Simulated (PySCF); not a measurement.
**A diatomic session: BeSn**

One job finds the state of BeSn, follows it along the bond with each method and fits the curves.

Method: Be aug-cc-pVDZ, Sn aug-cc-pVDZ-PP with ECP28, scalar-relativistic core potentials; program: PySCF 2.14.0.

## Step 1: Set-up

Settings of the job:

* atoms: Be, Sn
* charge: 0
* basis: Be aug-cc-pVDZ, Sn aug-cc-pVDZ-PP with ECP28
* Hamiltonian: scalar-relativistic core potentials
* basis functions: 55
* electrons treated: 26
* masses in u: 9.0122, 119.9022
* levels: PBE0, PBE, r²SCAN, r²SCAN0, MN15, BHandHLYP, CAM-B3LYP, HF, MP2, SCS-MP2, CCSD, CCSD(T)
* grid: 80 radial by 434 angular points
* occupations: held fixed by the projection of orbital angular momentum
* dissociation limit: Be + Sn, each in its ground configuration
* starting distance in angstrom: 2.310
* values of 2S to try: 0, 2

Started as:

```console
OMP_NUM_THREADS=1 python dia.py task.json out
```

The runs that follow: The PBE0 curve of the state that the search chose; Other states along the same grid; PBE (GGA); r²SCAN; r²SCAN0; MN15 (hybrid meta-GGA); BHandHLYP; CAM-B3LYP; ROHF; Correlated methods on the Hartree–Fock reference.

**Question.** What will these runs give? Wanted: for each run, Re; ωe; De; μ.

**Answer**, as computed:

Lowest PBE0 solution found, without spin–orbit coupling: ³Σ⁻ (triplet), unpaired electrons π ↑↑. State 2 has its PBE0 minimum 0.23 eV higher, as a spin-mixed determinant (⟨S²⟩ = 1.01), so this is no gap between pure states. State 3 has its PBE0 minimum 0.42 eV higher. State 4 has its PBE0 minimum 0.50 eV higher, as a spin-mixed determinant (⟨S²⟩ = 1.01), so this is no gap between pure states. The other levels ran on the lowest alone.

| level | Re (Å) | ωe (cm⁻¹) | De (eV) | μ (D) |
| --- | --- | --- | --- | --- |
| ROHF | 2.492 | 276.2 | 0.277 | -2.21 |
| ROHF-MP2 | 2.361 | 475 | 0.98 | n/a |
| ROHF-SCS-MP2 | 2.389 | 434 | 0.77 | n/a |
| ROHF-CCSD | 2.421 | 394 | 0.71 | n/a |
| ROHF-CCSD(T) | 2.400 | 424 | 0.87 | n/a |
| PBE | 2.358 | 453 | 1.44 | -0.91 |
| r²SCAN | 2.349 | 461 | 1.48 | -1.12 |
| PBE0 | 2.357 | 448 | 1.27 | -1.16 |
| r²SCAN0 | 2.355 | 453 | 1.34 | -1.19 |
| MN15 | 2.365 | 426 | 1.22 | -1.76 |
| BHandHLYP | 2.370 | 420 | 0.90 | -1.53 |
| CAM-B3LYP | 2.353 | 428 | 0.95 | -1.50 |

De is counted to Be + Sn in their ground configurations. A positive dipole means Be(−)Sn(+). ⟨S²⟩ is off the pure value of 2.00 by over a tenth at r²SCAN0 2.25.

In words: Bond lengths run from 2.349 Å (r²SCAN) to 2.492 Å (ROHF). CCSD(T) can't serve as the judge here: for a weak bond in this basis it is far from its limit. Among the levels with a De in the table, it runs from 0.277 eV (ROHF) to 1.48 eV (r²SCAN).

Correlated steps freeze 4 core orbitals. Spin–orbit coupling is left out, which matters for elements this heavy, above all for dissociation energies.
